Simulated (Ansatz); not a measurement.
**H6SSiSn: rigid scan of one bond length, by script**

How does the energy of H6SSiSn change as one bond is stretched? A script is to give a rigid scan of one bond length; the system is H6SSiSn. SMILES: [SiH3][SnH2][SH].

All numbers are computed with Ansatz 0.2.0 through its Python package. Level of theory: CAM-B3LYP/def2-SVP.

## Step 1: The system

Bond lengths: Si1–Sn2 2.448 Å, Sn2–S3 2.408 Å, Si1–H4 1.423 Å, Si1–H5 1.496 Å, Si1–H6 1.519 Å, Sn2–H7 1.780 Å, Sn2–H8 1.737 Å, S3–H9 1.436 Å. Angles: Si1–Sn2–S3 109.1°, Si1–Sn2–H7 109.7°, Si1–Sn2–H8 109.9°, S3–Sn2–H7 109.9°, S3–Sn2–H8 110.3°, H7–Sn2–H8 108.0°, Sn2–Si1–H4 110.9°, Sn2–Si1–H5 112.2°, Sn2–Si1–H6 111.5°, H4–Si1–H5 107.7°, H4–Si1–H6 107.1°, H5–Si1–H6 107.2°, Sn2–S3–H9 93.1°.

The script holds or builds the structure itself.

## Step 2: The code

scan_h6ssisn.py

```python
"""Stretching a bond of H6SSiSn, the rest held rigid."""

import ansatz as az
import matplotlib.pyplot as plt
import numpy as np

geometry = (
    az.Crystal.molecule()
    .atom("Si", [-1.0017, 0.9426, -0.9191])
    .atom("Sn", [0.6917, -0.5116, 0.0851])
    .atom("S", [0.1381, -0.8811, 2.3997])
    .atom("H", [-2.2943, 0.3564, -0.8226])
    .atom("H", [-0.7312, 1.2097, -2.366])
    .atom("H", [-1.068, 2.2884, -0.2177])
    .atom("H", [2.2924, 0.2567, -0.0392])
    .atom("H", [0.755, -2.0236, -0.7676])
    .atom("H", [1.3063, -1.6839, 2.6305])
)

symbols = [site.symbol for site in geometry.cartesian_sites]
start = np.array([site.position_ang for site in geometry.cartesian_sites])
axis = (start[4] - start[0]) / np.linalg.norm(start[4] - start[0])
moving = [4]
lengths, energies = [1.316, 1.376, 1.436, 1.496, 1.556, 1.616, 1.676, 1.765], []
for length in lengths:
    xyz = start.copy()
    xyz[moving] += (length - np.linalg.norm(start[4] - start[0])) * axis
    point = az.Crystal.molecule()
    for symbol, place in zip(symbols, xyz):
        point = point.atom(symbol, place.tolist())
    calc = point.calculation().basis(gaussian="def2-SVP").functional("cam_b3lyp")
    report = calc.run(threads=1).report
    energies.append(report["free_energy_ev"])
    print(f"r = {length:6.3f} A  E = {energies[-1]:.5f} eV  <S^2> = {abs(report['mean_field']['state']['spin_squared']):.3f}")

# quartic fit about the minimum
fit = np.polynomial.Polynomial.fit(lengths, np.array(energies) - min(energies), 4).convert()
roots = [r.real for r in fit.deriv().roots() if abs(r.imag) < 1e-9 and fit.deriv(2)(r.real) > 0]
r_e = min(roots, key=lambda r: abs(r - lengths[int(np.argmin(energies))]))
print(f"minimum of the fit at {r_e:.4f} A, force constant {fit.deriv(2)(r_e):.2f} eV/A^2")
plt.figure(figsize=(4.5, 3))
plt.plot(lengths, np.array(energies) - min(energies), "o-")
plt.xlabel("bond length (A)")
plt.ylabel("E - E(min) (eV)")
plt.tight_layout()
plt.savefig("scan.png", dpi=100)
```

## Step 3: The calls as engine input

The package turns the script's settings into the engine's input (first run):

```yaml
crystal:
  periodic: [false, false, false]
  atoms:
    - { symbol: Si, position_ang: [-1.0017, 0.9426, -0.9191] }
    - { symbol: Sn, position_ang: [0.6917, -0.5116, 0.0851] }
    - { symbol: S, position_ang: [0.1381, -0.8811, 2.3997] }
    - { symbol: H, position_ang: [-2.2943, 0.3564, -0.8226] }
    - { symbol: H, position_ang: [-0.7637476563790416, 1.1775614454016932, -2.1919031274867455] }
    - { symbol: H, position_ang: [-1.068, 2.2884, -0.2177] }
    - { symbol: H, position_ang: [2.2924, 0.2567, -0.0392] }
    - { symbol: H, position_ang: [0.755, -2.0236, -0.7676] }
    - { symbol: H, position_ang: [1.3063, -1.6839, 2.6305] }
basis:
  gaussian:
    orbitals: def2-SVP
hamiltonian:
  xc: cam_b3lyp
```

## Step 4: Launch

Started as:

```bash
$ python scan_h6ssisn.py
```

Q: Predict the main results. Wanted: range of energy; lowest point, distance.

The runs gave:

| quantity | value |
| --- | --- |
| bond length at the fit's minimum | 1.4900 Å |
| runs compared | 8 |
| range of energy | 0.471 eV |
| lowest point, distance (Å) | 1.50 |

**Reading.** The lowest point, at 1.50, lies inside the range. The ends stand 0.356 and 0.471 eV above it. The distance scanned is the script's pair 0, 4. Notes:
- The rest of the molecule is held rigid at a force-field or estimated start geometry, and the basis set is modest; single-reference methods fail as a bond breaks.
- def2 sets replace the cores of elements past krypton by effective core potentials.
- The orbitals are restricted, so S² is zero by construction.
